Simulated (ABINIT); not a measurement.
Runs of ABINIT 10.8.3 (patched build) on AlCl2. It takes space group P4mm (No. 99, tetragonal). Conventional cell: a = 4.627 Å, b = 4.627 Å, c = 3.772 Å, α = 90.00°, β = 90.00°, γ = 90.00°. Al (site symmetry 4mm) has 4 Cl at 2.39 Å as nearest neighbours. Cl (site symmetry 2mm) has 2 Al at 2.39 Å as nearest neighbours. The cell was built by a generator and needn't be a form met in nature.

```tsv
task	level	potentials or basis	cell	k mesh	cutoff (eV)	bands in the sums	broadening (eV)	scissor shift (eV)	tensor components	pulay history (npulayit)	other keys	gap on the mesh (eV)	pressure (GPa)	largest force (eV/Å)
single point	LDA	PseudoDojo NC SR LDA v0.4.1 standard	cell stretched	4 × 4 × 5	599	-	-	-	-	-	-	none	(b)	0.52
optical spectrum	PBEsol	PseudoDojo NC SR PBEsol v0.4.1 standard	as given	8 × 8 × 8, shifted	789	20	0.05	0	[11, 33]	-	-	-	(c)	0.25
optical spectrum	LDA	PseudoDojo NC SR LDA v0.4.1 standard	volume scaled by 1.08	8 × 8 × 8, shifted	599	20	0.05	0	[11, 33]	2	npulayit = 2; nnsclo = 3	-	-4.6	0.56
single point	PBEsol	PseudoDojo NC SR PBEsol v0.4.1 standard	as given	4 × 4 × 5	789	-	-	-	-	-	-	none	-1.5	(a)
positron lifetime	LDA	JTH PAW LDA v2.0	as given	4 × 4 × 5	680	-	-	-	-	-	-	none	-2.7	0.28
```

Alike in all rows: no spin polarisation; smearing fermi-dirac 0.05 eV.

Q: Fill in the values left out.

A: (a) 0.20; (b) -4.7; (c) -1.4.

Caveats: an odd number of electrons without spin polarisation forces a metal (some runs); a magnetic or distorted state may lie lower (some runs); the intraband (Drude) term is left out (some runs); spectra need much finer meshes, so this one isn't converged (some runs); independent-particle spectra lack excitons (some runs); this functional lacks dispersion, which binds the layers, so the pressure and a relaxed spacing across them are unreliable (some runs); the PAW basis is incomplete for the positron (some runs).

A gap of «none» marks a metal or a gap under the smearing width.

Runs at the PBE level aren't shown here.
